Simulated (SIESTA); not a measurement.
**Ca in SIESTA: convergence with vacuum**

Slab: Ca, a slab with vacuum.

```xyz
4
Lattice="3.8461 0.0000 0.0000 1.5490 3.5203 0.0000 0.0000 0.0000 15.5497" Properties=species:S:1:pos:R:3 pbc="T T T"
Ca    0.7308    0.4769    3.0000
Ca    3.0164    1.9682    6.1832
Ca    5.3020    3.4596    9.3665
Ca    2.1924    1.4306   12.5497
```

The slab is cut from a database's or a generator's crystal, which needn't be the stable form of the element.

- Program: SIESTA 5.4.2
- Task: single point
- Functional: PBEsol
- Potentials or basis: PseudoDojo 0.4 standard (PBEsol files)
- Basis: DZP (energy shift 0.003 Ry; two zetas on semicore shells; d shell added on Ca)
- Grid cutoff: 800 Ry
- Energy shift: 0.003 Ry
- k mesh: 6 × 6 × 1
- Occupations: fermi-dirac, width 0.05 eV
- Spin: no spin polarisation

These are the settings of the first run; the series varies vacuum, with any setting tied to it.

Hardware: 1 thread of Arm Neoverse V2, on a shared host.

Q: The values tried are 6, 8, 10, 12, 15, 20, loosest first. From which on does the largest force stay within 0.005 eV/Å of the tightest run that finished?

A: From 10 on.

```csv
vacuum,"energy less the tightest run, at zero smearing (meV/atom)",largest force (eV/Å),SCF cycles,CPU time (s),peak memory (GiB)
6,-28.79,0.051,14,86,0.56
8,-1.04,0.099,13,81,0.56
10,0.00,0.128,13,86,0.61
12,0.00,0.128,14,87,0.6
15,0.00,0.128,15,92,0.61
20,0.00,0.128,13,82,0.63
```

Against the tightest run, the energy stays within 1 meV/atom from 10 on. The tightest run that finished is the yardstick and may itself not be fully converged.
